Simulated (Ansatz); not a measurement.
## Li₃Ca, space group I4/mmm: the orbital character of the bands

Program: the Python package of Ansatz (0.2.0).

Input file `li3ca.xyz`:
```text
4
Lattice="-2.33244342 2.33244342 4.89049555 2.33244342 -2.33244342 4.89049555 2.33244342 2.33244342 -4.89049555" Properties=species:S:1:pos:R:3 pbc="T T T"
Li    0.00000000    2.33244342    2.44524777
Li    2.33244342    0.00000000    2.44524777
Li    0.00000000    0.00000000    4.89049555
Ca    0.00000000    0.00000000    0.00000000
```

The script, `fatbands.py`:
```python
from pathlib import Path

import ansatz as az
import pandas as pd

li3ca = az.Crystal.from_extxyz('li3ca.xyz')

points = {'G': (0.0, 0.0, 0.0), 'X': (0.0, 0.0, 0.5), 'P': (0.25, 0.25, 0.25), 'N': (0.0, 0.5, 0.0), 'M': (0.5, 0.5, -0.5)}
job = (
    li3ca.calculation()
    .kpoints(mesh=(7, 7, 7))
    .occupations('fermi_dirac')
    .functional('r2SCAN')
    .basis(45 * az.Ry)
    .band_structure(list(points.values()), intervals=1)
    .fat_bands()
)
result = job.run(threads=1)
summary = result.report
file = Path(result.write_results('results')) / 'fatbands.tsv'
names = file.read_text().splitlines()[0].lstrip('# ').split('\t')
table = pd.read_csv(file, sep='\t', comment='#', names=names)
near = table[table.e_minus_ef.abs() < 4]
for ik, label in enumerate(points):
    print(label)
    for _, row in near[near.ik == ik].iterrows():
        main = row[names[4:]].astype(float).nlargest(2)
        print(f'   band {int(row.band):3d} {row.e_minus_ef:7.3f} eV  ' + ', '.join(f'{k} {v:.2f}' for k, v in main.items()))
```

Output of `python fatbands.py`:
```text
G
   band   7  -3.982 eV  ca3_l0_4S 0.25, li2_l0_2S 0.24
   band   8   1.049 eV  li0_l0_1S 0.00, li0_l0_2S 0.00
   band   9   1.130 eV  ca3_l1_3P 0.00, li0_l0_1S 0.00
   band  10   1.350 eV  li2_l0_2S 0.22, li0_l0_2S 0.14
   band  11   1.556 eV  li0_l0_1S 0.00, li0_l0_2S 0.00
   band  12   1.556 eV  li0_l0_1S 0.00, li0_l0_2S 0.00
   band  13   3.141 eV  li0_l0_1S 0.00, li0_l0_2S 0.00
X
   band   7  -1.113 eV  li2_l0_2S 0.54, ca3_l0_4S 0.32
   band   8  -0.614 eV  li0_l0_2S 0.44, li1_l0_2S 0.44
   band   9   0.021 eV  ca3_l1_3P 0.00, li0_l0_1S 0.00
   band  10   0.054 eV  ca3_l1_3P 0.00, li0_l0_1S 0.00
   band  11   0.603 eV  li0_l0_2S 0.38, li1_l0_2S 0.38
   band  12   1.205 eV  ca3_l0_4S 0.45, li2_l0_2S 0.28
   band  13   1.799 eV  li0_l0_1S 0.00, li0_l0_2S 0.00
P
   band   7  -0.785 eV  li2_l0_2S 0.80, li2_l0_1S 0.00
   band   8  -0.646 eV  ca3_l0_4S 0.67, ca3_l0_3S 0.00
   band   9  -0.402 eV  li0_l0_2S 0.37, li1_l0_2S 0.37
   band  10  -0.402 eV  li0_l0_2S 0.37, li1_l0_2S 0.37
   band  11   1.289 eV  li0_l0_2S 0.05, li1_l0_2S 0.05
   band  12   1.289 eV  li0_l0_2S 0.05, li1_l0_2S 0.05
   band  13   2.161 eV  li2_l0_2S 0.04, li2_l0_1S 0.00
N
   band   7  -2.189 eV  ca3_l0_4S 0.48, li0_l0_2S 0.24
   band   8  -1.787 eV  li2_l0_2S 0.49, li0_l0_2S 0.24
   band   9  -0.079 eV  ca3_l0_4S 0.24, li0_l0_2S 0.13
   band  10   1.139 eV  li2_l0_2S 0.28, li0_l0_2S 0.15
   band  11   1.624 eV  li0_l0_1S 0.00, li0_l0_2S 0.00
   band  12   2.222 eV  ca3_l0_4S 0.04, li0_l0_2S 0.01
   band  13   2.717 eV  li0_l0_1S 0.00, li0_l0_2S 0.00
M
   band   7  -2.714 eV  ca3_l0_4S 0.48, li2_l0_2S 0.48
   band   8  -2.250 eV  li0_l0_2S 0.48, li1_l0_2S 0.48
   band   9   1.086 eV  li0_l0_2S 0.20, li1_l0_2S 0.20
   band  10   1.701 eV  ca3_l1_3P 0.00, li0_l0_1S 0.00
   band  11   1.701 eV  ca3_l1_3P 0.00, li0_l0_1S 0.00
   band  12   2.272 eV  ca3_l0_4S 0.21, li2_l0_2S 0.14
   band  13   2.947 eV  li0_l0_1S 0.00, li0_l0_2S 0.00
```

Caveats:
- The computed bands are complete only to about 1.8 eV above the Fermi level.
- The mesh is modest for a metal, so energies can be off by several to tens of meV an atom and pressures by half a GPa or more; differences at equal mesh fare better.
- The structure comes from a database of computed cells and needn't be a stable or known phase.
- Levels are Kohn-Sham eigenvalues on this mesh.
- Energies are less the Fermi level and bands count from 0. Only the largest channels are printed, equivalent atoms hold more, and in degenerate sets the split between sites is arbitrary; shells that the potentials lack have no channel.
- Wall time of the script: 9.8 s on 1 thread of Intel(R) Xeon(R) Platinum 8375C CPU @ 2.90GHz (Ice Lake) (shared host), peak memory 0.87 GiB.

(Lines on the test bed's own set-up are left out of the output.)
